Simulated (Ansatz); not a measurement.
# H4OSSeSi: the cost of one run

All numbers are computed with Ansatz 0.2.0 through its Python package. Level of theory: B3LYP+D3(BJ)/def2-SVP.

## 1. The structure

Bond lengths: O1–Si2 1.666 Å, Si2–S3 2.117 Å, Si2–Se4 2.234 Å, O1–H5 1.038 Å, Si2–H6 1.476 Å, S3–H7 1.419 Å, Se4–H8 1.516 Å. Angles: O1–Si2–S3 107.7°, O1–Si2–Se4 110.5°, O1–Si2–H6 110.2°, S3–Si2–Se4 107.8°, S3–Si2–H6 109.7°, Se4–Si2–H6 111.0°, Si2–O1–H5 105.7°, Si2–S3–H7 94.1°, Si2–Se4–H8 91.6°.

The script holds or builds the structure itself.

## 2. Script

Contents of scan.py:

```python
'''Potential curve of H4OSSeSi along one bond.'''

import ansatz as az
from ase import Atoms
import matplotlib.pyplot as plt
import numpy as np

config = {
    'basis': 'def2-SVP',
    'xc': 'B3LYP',
    'dispersion': 'd3bj',
}

atoms = Atoms(['O', 'Si', 'S', 'Se', 'H', 'H', 'H', 'H'], positions=[
    (-0.4683, 1.5038, -1.2297),
    (-0.0701, 0.3914, -0.0552),
    (2.0212, 0.0748, -0.1525),
    (-1.0741, -1.5626, -0.4582),
    (-1.4861, 1.6754, -1.121),
    (-0.4325, 0.9076, 1.279),
    (2.0332, -0.8539, 0.9209),
    (-0.431, -2.1936, 0.7609),
])
system = az.Crystal.molecule_from_ase(atoms)

symbols = [site.symbol for site in system.cartesian_sites]
start = np.array([site.position_ang for site in system.cartesian_sites])
axis = (start[2] - start[1]) / np.linalg.norm(start[2] - start[1])
moving = [2, 6]
lengths, energies = [1.863, 1.948, 2.033, 2.117, 2.202, 2.287, 2.371, 2.498], []
for length in lengths:
    xyz = start.copy()
    xyz[moving] += (length - np.linalg.norm(start[2] - start[1])) * axis
    point = az.Crystal.molecule()
    for symbol, place in zip(symbols, xyz):
        point = point.atom(symbol, place.tolist())
    job = point.calculation()
    job = job.basis(gaussian=config['basis']).functional(config['xc'], dispersion=config['dispersion'])
    report = job.run(threads=1, backend='cpu').report
    energies.append(report['free_energy_ev'])
    print(f'r = {length:6.3f} A  E = {energies[-1]:.5f} eV  <S^2> = {abs(report["mean_field"]["state"]["spin_squared"]):.3f}')

# quartic fit about the minimum
fit = np.polynomial.Polynomial.fit(lengths, np.array(energies) - min(energies), 4).convert()
roots = [r.real for r in fit.deriv().roots() if abs(r.imag) < 1e-9 and fit.deriv(2)(r.real) > 0]
r_e = min(roots, key=lambda r: abs(r - lengths[int(np.argmin(energies))]))
print(f'minimum of the fit at {r_e:.4f} A, force constant {fit.deriv(2)(r_e):.2f} eV/A^2')
plt.figure(figsize=(4.5, 3))
plt.plot(lengths, np.array(energies) - min(energies), 'o-')
plt.xlabel('bond length (A)')
plt.ylabel('E - E(min) (eV)')
plt.tight_layout()
plt.savefig('scan.png', dpi=100)
```

## 3. What the engine is handed

The engine receives this input (first run):

```yaml
crystal:
  periodic: [false, false, false]
  atoms:
    - { symbol: O, position_ang: [-0.4683, 1.5038, -1.2297] }
    - { symbol: Si, position_ang: [-0.0701, 0.3914, -0.0552] }
    - { symbol: S, position_ang: [1.7699654414003358, 0.11283417073239307, -0.1408110397591224] }
    - { symbol: Se, position_ang: [-1.0741, -1.5626, -0.4582] }
    - { symbol: H, position_ang: [-1.4861, 1.6754, -1.121] }
    - { symbol: H, position_ang: [-0.4325, 0.9076, 1.279] }
    - { symbol: H, position_ang: [1.7819654414003359, -0.8158658292676069, 0.9325889602408777] }
    - { symbol: H, position_ang: [-0.431, -2.1936, 0.7609] }
basis:
  gaussian:
    orbitals: def2-SVP
hamiltonian:
  xc: b3lyp
  dispersion: d3bj
```

## 4. Running it

The run is started by

```
> python scan.py
```

What time and memory should one allow on 1 thread of Arm Neoverse V2, shared host?

About 30 s, with a peak of 0.33 GiB.
